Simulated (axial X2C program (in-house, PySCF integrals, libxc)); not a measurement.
# ScTe: Ω levels from open-shell CI on d1 s0 p(π)0

Aim: the spin–orbit levels of ScTe that arise from the configuration d1 s0 p(π)0 of Sc, and how they move with the bond.

The runs use an in-house X2C program for linear molecules on PySCF integrals; two-component X2C, average-of-configuration Hartree–Fock and CI in the open shells.

All values are calculated.

### Step 1. The job

task.json

```json
{
 "zs": [
  21,
  52
 ],
 "q": 0,
 "bas": [
  "dyall-v3z",
  "dyall-v3z"
 ],
 "r0": 2.44,
 "metal": 0,
 "shells": [
  [
   2,
   [
    0,
    1,
    2
   ],
   1
  ],
  [
   0,
   [
    0
   ],
   0
  ],
  [
   1,
   [
    1
   ],
   0
  ]
 ],
 "fix": 0,
 "emax": 3.2,
 "nroots": 6
}
```

Keys: zs atomic numbers; q charge; bas basis sets; r0 starting distance in Å; metal index of the metal atom; shells open shells as [l, |m| values, electrons]; fix electron count of the first shell held; emax energy window in eV; nroots roots for each Ω.

Command:

```
$ python soci.py task.json out
```

Two-component X2C with atomic mean-field Coulomb and Gaunt terms, basis Sc dyall-v3z, Te dyall-v3z (cores contracted in-house). Orbitals come from Hartree–Fock averaged over the configuration Sc d1 s0 p(π)0; CI then distributes these electrons over the d, s, p(π) shells of Sc.

### Step 2. CI at R = 2.634 Å

Q: Predict the outcome of this session. Wanted: lowest level of the model; next level; lowest curve, Re and ωe.

As calculated:

| quantity | value |
| --- | --- |
| lowest level of the model | Ω = 1/2, g∥ = 1.93, 100% d1 |
| next level | Ω = 3/2, 264 cm⁻¹ higher |
| lowest curve, Re and ωe | 2.567 Å, 296.3 cm⁻¹ |

In the lowest level ⟨Sz⟩ = 0.46 and ⟨Lz⟩ = 0.04; its leading determinant has weight 1.00 among 4. From 2.634 to 2.963 Å the gap from the lowest to the fifth level goes from 2522 to 1807 cm⁻¹. Without dynamic correlation distances can be off by several hundredths of an Å, and the wavenumbers are rough. Dynamic correlation is missing, so gaps between terms are too wide and other configurations may lie lower; the lowest level listed is that of this model, not necessarily the ground state. For d shells the ligand-field splittings (σ, π, δ) and their order can be off by a thousand cm⁻¹ or more. At most 6 roots were kept for each Ω > 0 (twice that for Ω = 0) within 3.2 eV of the lowest, so higher up levels can be missing between those listed; levels with Ω > 0 are doubly degenerate and listed once, Ω = 0 levels singly. Some active spinors are only partly of the character that their shell is named for, so the shell names and counts are nominal. States that fill the shells left empty in the average are placed too high.
